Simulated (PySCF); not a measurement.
# C₃H₅FOSi: electronic excitations and core binding energies

What electronic excitations and core binding energies should C₃H₅FOSi (`O=C/C=C(\F)[SiH3]`) show?

Programs: PySCF 2.14.0, with density-fitted response routines of our own. Each step states its level of theory. These are calculated values for one molecule in the gas phase, unless marked as measured. Atoms count from 0, in the outputs and in this text.

### Step 1. The starting structure

11 atoms, charge 0, multiplicity 1; geometry from: GFN2-xTB.

Bonds of the start (Å): O0–C1 1.21, C1–C2 1.46, C2–C3 1.34, C3–F4 1.35, C3–Si5 1.90, C1–H6 1.11, C2–H7 1.08, Si5–H8 1.46, Si5–H9 1.46, Si5–H10 1.46.

### Step 2. TDDFT and polarisability: wB97X-D/def2-SVPD

Job settings and geometry (Å):

```
{"job": {"kind": "uv", "xc": "wB97X-D", "basis": "def2-SVPD", "nstates": 8, "ntriplets": 3}, "charge": 0, "multiplicity": 1}
O      3.196366     0.369962    -0.744697
C      2.268507    -0.048312    -0.099245
C      0.865749     0.237032    -0.391450
C     -0.167218    -0.224772     0.320957
F      0.082153    -1.011357     1.389157
Si    -2.024355     0.080739     0.032679
H      2.427234    -0.695098     0.782849
H      0.663533     0.865867    -1.244714
H     -2.131312     0.936236    -1.144576
H     -2.638447    -1.229924    -0.168420
H     -2.536786     0.722298     1.241497
```

With the program's defaults for keys left out, this is: TDDFT wB97X-D/def2-SVPD, vertical, gas phase, core orbitals frozen in the response.

Run with:

```console
$ OMP_NUM_THREADS=1 python probes_run.py task.json out
```

The driver reads the jobs from task.json and runs them one after another.

The log of the run:

```text
coarse grid: 10160 points
cycle   1  E = -581.1840267322  dE =  8.051e-01  |g| = 8.973e-01  |ddm| = 4.151e+00
cycle   2  E = -580.9591982004  dE =  2.248e-01  |g| = 1.447e+00  |ddm| = 3.069e+00
cycle   3  E = -581.3606091422  dE = -4.014e-01  |g| = 8.896e-02  |ddm| = 2.069e+00
cycle   4  E = -581.3619026582  dE = -1.294e-03  |g| = 6.613e-02  |ddm| = 1.780e-01
cycle   5  E = -581.3627333364  dE = -8.307e-04  |g| = 1.355e-02  |ddm| = 8.636e-02
cycle   6  E = -581.3627966696  dE = -6.333e-05  |g| = 4.617e-03  |ddm| = 3.926e-02
cycle   7  E = -581.3628062666  dE = -9.597e-06  |g| = 1.553e-03  |ddm| = 1.543e-02
final grid: 95224 points
cycle   8  E = -581.4478165921  dE = -7.843e-05  |g| = 7.231e-03  |ddm| = 1.352e-01
cycle   9  E = -581.4478150984  dE =  1.494e-06  |g| = 8.533e-03  |ddm| = 2.141e-02
cycle  10  E = -581.4478272306  dE = -1.213e-05  |g| = 4.925e-04  |ddm| = 6.598e-03
cycle  11  E = -581.4478273451  dE = -1.145e-07  |g| = 3.326e-04  |ddm| = 2.425e-03
cycle  12  E = -581.4478273721  dE = -2.707e-08  |g| = 1.427e-04  |ddm| = 5.532e-04
cycle  13  E = -581.4478273774  dE = -5.247e-09  |g| = 4.007e-05  |ddm| = 3.006e-04
cycle  14  E = -581.4478273782  dE = -7.701e-10  |g| = 1.286e-05  |ddm| = 1.338e-04
converged SCF energy = -581.4478273782

Static polarisability (au): isotropic 70.632, principal 49.657 60.927 101.311

Singlet excitations
state   eV       nm        f      main configurations
  1   3.6375    340.9   0.00066   H->L 0.93
  2   5.8440    212.2   0.54380   H-1->L 0.96
  3   6.6720    185.8   0.00272   H-2->L 0.79, H->L+6 0.13
  4   7.4643    166.1   0.00007   H->L+6 0.63, H-2->L 0.14
  5   7.5550    164.1   0.00733   H-1->L+1 0.84
  6   7.7501    160.0   0.00288   H->L+1 0.57, H->L+5 0.23
  7   8.0728    153.6   0.00292   H-3->L 0.47, H-1->L+3 0.29, H-6->L 0.09
  8   8.1433    152.3   0.02719   H->L+5 0.38, H->L+1 0.25, H->L+8 0.11

Triplet excitations (Tamm-Dancoff, eV): 3.1391 3.5537 6.1189
```

Run time: 39 s. Hardware: 1 thread of Arm Neoverse N1, shared host; peak memory 0.71 GiB.

The orbitals next to the gap, with their largest atomic shares:

| orbital | eV | atoms |
| --- | --- | --- |
| HOMO−3 | -12.64 | Si5 41 %, H8 28 %, H9 12 % |
| HOMO−2 | -12.23 | C3 26 %, F4 26 %, Si5 22 % |
| HOMO−1 | -10.18 | C2 33 %, C3 27 %, O0 13 % |
| HOMO | -9.58 | O0 61 %, C1 16 %, C2 8 % |
| LUMO | -0.46 | C3 26 %, O0 21 %, C1 20 % |
| LUMO+1 | 1.66 | Si5 43 %, C3 11 %, H8 10 % |
| LUMO+2 | 1.90 | Si5 59 %, H8 11 %, H10 10 % |

With each of the 8 states as a Gaussian band of 0.4 eV half-width at 1/e, the curve within the window shown has maxima at 212 nm (ε 22,000), 153 nm (ε 1,300) L/(mol cm). Beyond the last state computed it falls off for lack of states. The curve at chosen wavelengths:

nm, ε (L/mol/cm) and a bar:
```
      147        685 #
      157       1110 ##
      168        344 
      178        110 
      189        954 #
      199       8491 ############
      210      21458 ##############################
      220      16961 ########################
      231       5436 ########
      241       1066 #
      251        137 
      262         10 
      272          1 
      283          1 
      293          3 
      304          8 
      314         14 
      324         21 
      335         26 
      345         26 
      356         23 
      366         18 
      377         13 
      387          8 
      398          5 
      408          3
```

Ground-state properties from the same run:

| property | computed |
| --- | --- |
| dipole moment (D) | 3.77 |
| polarisability (Å³) | 10.47 |
| HOMO–LUMO gap (eV) | 9.12 |
| −ε(HOMO) (eV) | 9.58 |

### Step 3. X-ray photoelectron lines: SCAN, X2C

Same as in step 2 but for these lines:

```diff
@@ -1,2 +1,2 @@
-{"job": {"kind": "uv", "xc": "wB97X-D", "basis": "def2-SVPD", "nstates": 8, "ntriplets": 3}, "charge": 0, "multiplicity": 1}
+{"job": {"kind": "xps"}, "charge": 0, "multiplicity": 1}
 O      3.196366     0.369962    -0.744697
```

With the program's defaults for keys left out, this is: delta-SCF UKS SCAN, pcX-2 on the ionised atom, pcseg-1 elsewhere, spin-free X2C.

The log of the run:

```text
ground state, core basis on atom 0 (O), 144 functions
  cycle   1  E = -582.28351175  |g| = 8.94e-01
  cycle   2  E = -579.74379394  |g| = 2.82e+00
  cycle   3  E = -582.33856099  |g| = 5.79e-01
  cycle   4  E = -582.42937674  |g| = 1.80e-01
  cycle   5  E = -582.42969085  |g| = 1.64e-01
  cycle   6  E = -582.43574322  |g| = 4.14e-02
  cycle   7  E = -582.43627040  |g| = 8.26e-03
  cycle   8  E = -582.43628198  |g| = 4.92e-03
  cycle   9  E = -582.43628707  |g| = 1.48e-03
  cycle  10  E = -582.43628697  |g| = 7.28e-04
  cycle  11  E = -582.43628806  |g| = 1.27e-04
  E(ground) = -582.47065410 Eh
hole in O 1s of atom 0
  cycle   1  E = -561.83503117  |g| = 2.22e+00
  cycle   2  E = -560.97282468  |g| = 2.33e+00
  cycle   3  E = -562.42574879  |g| = 6.70e-01
  cycle   4  E = -562.40298872  |g| = 6.67e-01
  cycle   5  E = -562.67541963  |g| = 8.69e-02
  cycle   6  E = -562.67998699  |g| = 2.54e-02
  cycle   7  E = -562.68027783  |g| = 1.22e-02
  cycle   8  E = -562.68035025  |g| = 4.51e-03
  cycle   9  E = -562.68036149  |g| = 2.50e-03
  cycle  10  E = -562.68036520  |g| = 1.26e-03
  cycle  11  E = -562.68036741  |g| = 7.86e-04
  cycle  12  E = -562.68036866  |g| = 4.28e-04
  E(ion) = -562.71598795 Eh   <S^2> = 0.7708   hole on atom = 1.000   binding energy = 537.552 eV
ground state, core basis on atom 1 (C), 144 functions
  cycle   1  E = -582.41178478  |g| = 8.26e-02
  cycle   2  E = -582.40729522  |g| = 1.61e-01
  cycle   3  E = -582.41227355  |g| = 3.30e-02
  cycle   4  E = -582.41243870  |g| = 1.63e-02
  cycle   5  E = -582.41251174  |g| = 2.54e-03
  cycle   6  E = -582.41251306  |g| = 6.27e-04
  cycle   7  E = -582.41251252  |g| = 2.29e-04
  E(ground) = -582.44890626 Eh
hole in C 1s of atom 1
  cycle   1  E = -571.07679181  |g| = 1.50e+00
  cycle   2  E = -568.52779138  |g| = 2.33e+00
  cycle   3  E = -571.06218344  |g| = 9.24e-01
  cycle   4  E = -571.31048474  |g| = 8.06e-01
  cycle   5  E = -571.57362934  |g| = 3.40e-01
  cycle   6  E = -571.62226470  |g| = 1.53e-01
  cycle   7  E = -571.63331509  |g| = 5.63e-02
  cycle   8  E = -571.63456706  |g| = 1.81e-02
  cycle   9  E = -571.63470328  |g| = 8.27e-03
  cycle  10  E = -571.63474298  |g| = 4.22e-03
  cycle  11  E = -571.63476402  |g| = 2.51e-03
  cycle  12  E = -571.63478563  |g| = 1.35e-03
  cycle  13  E = -571.63479452  |g| = 1.02e-03
  cycle  14  E = -571.63479971  |g| = 4.99e-04
  E(ion) = -571.66959890 Eh   <S^2> = 0.7919   hole on atom = 1.000   binding energy = 293.320 eV
ground state, core basis on atom 2 (C), 144 functions
  cycle   1  E = -582.40930253  |g| = 6.14e-02
  cycle   2  E = -582.40875452  |g| = 5.45e-02
  cycle   3  E = -582.40874207  |g| = 5.39e-02
  cycle   4  E = -582.40943126  |g| = 1.21e-02
  cycle   5  E = -582.40946431  |g| = 2.68e-03
  cycle   6  E = -582.40946842  |g| = 5.35e-04
  cycle   7  E = -582.40946669  |g| = 1.19e-04
  E(ground) = -582.44633579 Eh
hole in C 1s of atom 2
  cycle   1  E = -571.13902019  |g| = 1.52e+00
  cycle   2  E = -569.83495244  |g| = 2.21e+00
  cycle   3  E = -571.50264264  |g| = 7.16e-01
  cycle   4  E = -571.55683864  |g| = 6.18e-01
  cycle   5  E = -571.70452273  |g| = 1.71e-01
  cycle   6  E = -571.71468074  |g| = 8.07e-02
  cycle   7  E = -571.71698900  |g| = 1.55e-02
  cycle   8  E = -571.71707542  |g| = 1.04e-02
  cycle   9  E = -571.71714531  |g| = 3.09e-03
  cycle  10  E = -571.71715731  |g| = 1.56e-03
  cycle  11  E = -571.71716264  |g| = 6.24e-04
  cycle  12  E = -571.71716334  |g| = 2.65e-04
  E(ion) = -571.75320991 Eh   <S^2> = 0.7836   hole on atom = 1.000   binding energy = 290.975 eV
ground state, core basis on atom 3 (C), 144 functions
  cycle   1  E = -582.41331391  |g| = 5.95e-02
  cycle   2  E = -582.41314804  |g| = 3.44e-02
  cycle   3  E = -582.41296639  |g| = 4.36e-02
  cycle   4  E = -582.41339705  |g| = 8.32e-03
  cycle   5  E = -582.41341818  |g| = 2.87e-03
  cycle   6  E = -582.41341710  |g| = 7.27e-04
  cycle   7  E = -582.41341857  |g| = 2.35e-04
  E(ground) = -582.44980990 Eh
hole in C 1s of atom 3
  cycle   1  E = -571.05642440  |g| = 1.51e+00
  cycle   2  E = -565.66093140  |g| = 3.26e+00
  cycle   3  E = -569.67878853  |g| = 1.93e+00
  cycle   4  E = -571.52776918  |g| = 5.55e-01
  cycle   5  E = -571.44790428  |g| = 6.89e-01
  cycle   6  E = -571.63238893  |g| = 1.58e-01
  cycle   7  E = -571.64234211  |g| = 4.78e-02
  cycle   8  E = -571.64365211  |g| = 1.22e-02
  cycle   9  E = -571.64383058  |g| = 1.03e-02
  cycle  10  E = -571.64398967  |g| = 6.06e-03
  cycle  11  E = -571.64412572  |g| = 3.83e-03
  cycle  12  E = -571.64417557  |g| = 1.50e-03
  cycle  13  E = -571.64418325  |g| = 7.68e-04
  cycle  14  E = -571.64418437  |g| = 3.81e-04
  E(ion) = -571.68001757 Eh   <S^2> = 0.8580   hole on atom = 1.000   binding energy = 293.061 eV
ground state, core basis on atom 4 (F), 144 functions
  cycle   1  E = -582.45195250  |g| = 1.20e-01
  cycle   2  E = -582.45032983  |g| = 1.01e-01
  cycle   3  E = -582.45036342  |g| = 9.40e-02
  cycle   4  E = -582.45216634  |g| = 2.47e-02
  cycle   5  E = -582.45229926  |g| = 2.22e-03
  cycle   6  E = -582.45229898  |g| = 8.65e-04
  cycle   7  E = -582.45230084  |g| = 2.05e-04
  E(ground) = -582.49057426 Eh
hole in F 1s of atom 4
  cycle   1  E = -556.05786474  |g| = 2.58e+00
  cycle   2  E = -553.37509684  |g| = 2.91e+00
  cycle   3  E = -554.63564293  |g| = 1.96e+00
  cycle   4  E = -556.89969983  |g| = 3.85e-01
  cycle   5  E = -556.91013459  |g| = 3.15e-01
  cycle   6  E = -556.96017222  |g| = 1.02e-01
  cycle   7  E = -556.96482200  |g| = 4.75e-02
  cycle   8  E = -556.96570707  |g| = 7.27e-03
  cycle   9  E = -556.96573169  |g| = 1.96e-03
  cycle  10  E = -556.96573666  |g| = 9.25e-04
  cycle  11  E = -556.96573851  |g| = 7.43e-04
  cycle  12  E = -556.96574143  |g| = 6.05e-04
  cycle  13  E = -556.96574569  |g| = 4.01e-04
  E(ion) = -557.00986067 Eh   <S^2> = 0.7589   hole on atom = 1.000   binding energy = 693.366 eV
ground state, core basis on atom 5 (Si), 155 functions
  cycle   1  E = -582.49928145  |g| = 2.97e-01
  cycle   2  E = -582.49656064  |g| = 1.55e-01
  cycle   3  E = -582.49413690  |g| = 1.89e-01
  cycle   4  E = -582.50021172  |g| = 2.74e-02
  cycle   5  E = -582.50038434  |g| = 1.11e-02
  cycle   6  E = -582.50041444  |g| = 2.89e-03
  cycle   7  E = -582.50041824  |g| = 8.96e-04
  cycle   8  E = -582.50041704  |g| = 2.94e-04
  E(ground) = -582.49551984 Eh
hole in Si 1s of atom 5
  cycle   1  E = -513.54915365  |g| = 4.35e+00
  cycle   2  E = -511.25150675  |g| = 2.70e+00
  cycle   3  E = -503.31148096  |g| = 3.56e+00
  cycle   4  E = -514.15344209  |g| = 9.52e-01
  cycle   5  E = -514.32225998  |g| = 7.97e-01
  cycle   6  E = -514.57881611  |g| = 2.41e-01
  cycle   7  E = -514.60192179  |g| = 8.72e-02
  cycle   8  E = -514.60472093  |g| = 4.81e-02
  cycle   9  E = -514.60595571  |g| = 1.24e-02
  cycle  10  E = -514.60602097  |g| = 6.02e-03
  cycle  11  E = -514.60603380  |g| = 1.80e-03
  cycle  12  E = -514.60603401  |g| = 7.97e-04
  cycle  13  E = -514.60603438  |g| = 3.07e-04
  E(ion) = -514.60941798 Eh   <S^2> = 0.7525   hole on atom = 1.000   binding energy = 1847.275 eV
hole in Si 2p of atom 5
  cycle   1  E = -578.20580540  |g| = 1.23e+00
  cycle   2  E = -575.80470870  |g| = 1.90e+00
  cycle   3  E = -577.53384170  |g| = 1.30e+00
  cycle   4  E = -578.46173651  |g| = 3.06e-01
  cycle   5  E = -578.50105739  |g| = 2.18e-01
  cycle   6  E = -578.52716919  |g| = 3.03e-02
  cycle   7  E = -578.52725238  |g| = 3.34e-02
  cycle   8  E = -578.52768368  |g| = 1.23e-02
  cycle   9  E = -578.52775710  |g| = 4.28e-03
  cycle  10  E = -578.52776621  |g| = 1.03e-03
  cycle  11  E = -578.52776760  |g| = 7.09e-04
  cycle  12  E = -578.52776854  |g| = 5.87e-04
  cycle  13  E = -578.52776962  |g| = 4.51e-04
  E(ion) = -578.53464599 Eh   <S^2> = 0.7531   hole on atom = 1.002   binding energy = 107.781 eV
  2p3/2 = 107.560 eV   2p1/2 = 108.182 eV
```

It took 1.8 min on 1 thread of Arm Neoverse N1, shared host; peak memory 0.47 GiB.

The holes in one table. −ε is the ground-state orbital energy:

| hole | stands for | environment | ΔSCF (eV; 2p as the shell's mean) | −ε (eV) | ⟨S²⟩ |
| --- | --- | --- | --- | --- | --- |
| O1s on O0 | O0 | aldehyde oxygen | 537.55 | 516.6 | 0.771 |
| C1s on C1 | C1 | aldehyde carbonyl carbon | 293.32 | 276.1 | 0.792 |
| C1s on C2 | C2 | α carbon of a C=C–C=O unit | 290.97 | 274.3 | 0.784 |
| C1s on C3 | C3 | β carbon of a C=C–C=O unit | 293.06 (doubtful) | 276.7 | 0.858 |
| F1s on F4 | F4 | vinylic fluorine | 693.37 | 667.8 | 0.759 |
| Si1s on Si5 | Si5 | silicon bonded to C, 3 H | 1847.27 | 1794.1 | 0.752 |
| Si2p on Si5 | Si5 | silicon bonded to C, 3 H | 107.77 | 96.9 | 0.753 |

Doubtful: the ion did not converge, its hole moved, or its ⟨S²⟩ is well above 0.75.

With the spin-orbit splitting: Si5 2p3/2 107.56, 2p1/2 108.18 eV. The table gives each 2p level as the mean over the whole 2p shell (two parts 2p3/2, one part 2p1/2), which differs a little from the single hole in the log.

### Step 4. Summary of results

| quantity | value |
| --- | --- |
| lowest singlet (wB97X-D/def2-SVPD) | 3.64 eV (341 nm), f = 0.001 |
| brightest single state of those computed | state 2, 5.84 eV, f = 0.544 |
| lowest triplet | 3.14 eV |
| C1s binding energies, SCAN/pcX-2 (standing for 2 of 3 atoms) | C1 293.32, C2 290.97 eV |
| O1s binding energies, SCAN/pcX-2 | O0 537.55 eV |
| F1s binding energies, SCAN/pcX-2 | F4 693.37 eV |
| Si1s binding energies, SCAN/pcX-2 | Si5 1847.27 eV |
| Si2p binding energies, SCAN/pcX-2 | Si5 107.77 eV |

**Reading.** The first singlet state (HOMO→LUMO 0.93) lies at 3.64 eV and is dark; of the 8 states computed, the strongest absorption comes from state 2 at 5.84 eV. The lowest triplet lies 0.50 eV below the lowest singlet (triplets in Tamm-Dancoff, singlets in full TDDFT). C1 (aldehyde carbonyl carbon) binds its C1s electron 2.35 eV more tightly than C2 (α carbon of a C=C–C=O unit). Only 2 of the 3 C atoms are covered by sound results.
